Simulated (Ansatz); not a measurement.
# C (Fd-3m): how far a G0W0 gap depends on its settings

How well converged is a G0W0 gap of C built on the diamond prototype?

The runs shown are made with Ansatz 0.2.0. G0W0, plane waves. Computed at 0 K without zero-point motion; spin polarisation is off.

5 further runs of the same task are left out: 5 that didn't finish.

### 1 Starting point

The cell was relaxed beforehand with r2SCAN.

Space group Fd-3m (No. 227), cubic; conventional cell a = 3.560 Å, 5.64 Å³ an atom. Near C stand 4 C at 1.54 Å.

As a file:

```
CELL_PARAMETERS angstrom
0.00000 1.78012 1.78012
1.78012 0.00000 1.78012
1.78012 1.78012 0.00000
ATOMIC_POSITIONS crystal
C 0.00000 0.00000 0.00000
C 0.25000 0.25000 0.25000
```

### 2 From LDA, 120 empty bands, 150 eV

The input, input.yaml:

```yaml
crystal:
  lattice:
    - [0.0, 1.7801241411, 1.7801241411]
    - [1.7801241411, 0.0, 1.7801241411]
    - [1.7801241411, 1.7801241411, 0.0]
  atoms:
    - { symbol: C, position: [0.0, 0.0, 0.0] }
    - { symbol: C, position: [0.25, 0.25, 0.25] }
kpoints:
  mp_grid: { grid: [4, 4, 4] }
hamiltonian:
  xc: lda
scf:
  occupations: { method: fixed }
gw:
  n_empty_bands: 120
  ecut_chi: 150
  qp_bands: [v1, c1]
  qp_kpoints: band_edges
  screening: { model: contour_deformation }
```

The run is started by

```sh
$ ansatz run input.yaml --threads 4 --pin off --max-ram 3686MiB --backend cpu --events-out ev --progress --plain --runs-dir out
```

### 3 From HSE06, 8 empty bands, 80 eV

Changes to input.yaml since step 2:

```diff
@@ -11,3 +11,3 @@
 hamiltonian:
-  xc: lda
+  xc: hse06
 scf:
@@ -15,4 +15,4 @@
 gw:
-  n_empty_bands: 120
-  ecut_chi: 150
+  n_empty_bands: 8
+  ecut_chi: 80
   qp_bands: [v1, c1]
```

### 4 From LDA, 60 empty bands, 80 eV, plasmon_pole_fit_frequency 5

Changes to input.yaml since step 3:

```diff
@@ -11,3 +11,3 @@
 hamiltonian:
-  xc: hse06
+  xc: lda
 scf:
@@ -15,3 +15,3 @@
 gw:
-  n_empty_bands: 8
+  n_empty_bands: 60
   ecut_chi: 80
@@ -19,2 +19,3 @@
   qp_kpoints: band_edges
-  screening: { model: contour_deformation }
+  screening: { model: godby_needs }
+  plasmon_pole_fit_frequency: 5
```

### 5 From LDA, 60 empty bands, 80 eV, q_mesh [1, 1, 1]

Changes to input.yaml since step 4:

```diff
@@ -19,3 +19,3 @@
   qp_kpoints: band_edges
-  screening: { model: godby_needs }
-  plasmon_pole_fit_frequency: 5
+  screening: { model: contour_deformation }
+  q_mesh: [1, 1, 1]
```

**Question.** What will these runs give? Wanted: for each run, start; potentials; frequencies; empty bands; cutoff; Kohn-Sham gap; G0W0 gap.

As calculated:

```
start  potentials   frequencies  empty bands  cutoff (eV)   mesh  Kohn-Sham gap (eV)  G0W0 gap (eV)
  LDA         PAW          full          120          150  4×4×4                4.41           5.77
  LDA         PAW  pole at 5 eV           60           80  4×4×4                4.41           5.50
  LDA         PAW          full           60           80  4×4×4                4.41           5.95
```

Gaps are those on each run's own mesh. Runs that failed or were set aside have no row.

What this shows: Over the runs in the table the G0W0 gap on the mesh spans 5.50 to 5.95 eV, and the shift from the starting levels +1.09 to +1.53 eV; where more than one setting differs between two runs, no single one explains their difference. The G0W0 figures hold for the stated bands, cutoff and mesh and aren't extrapolated.
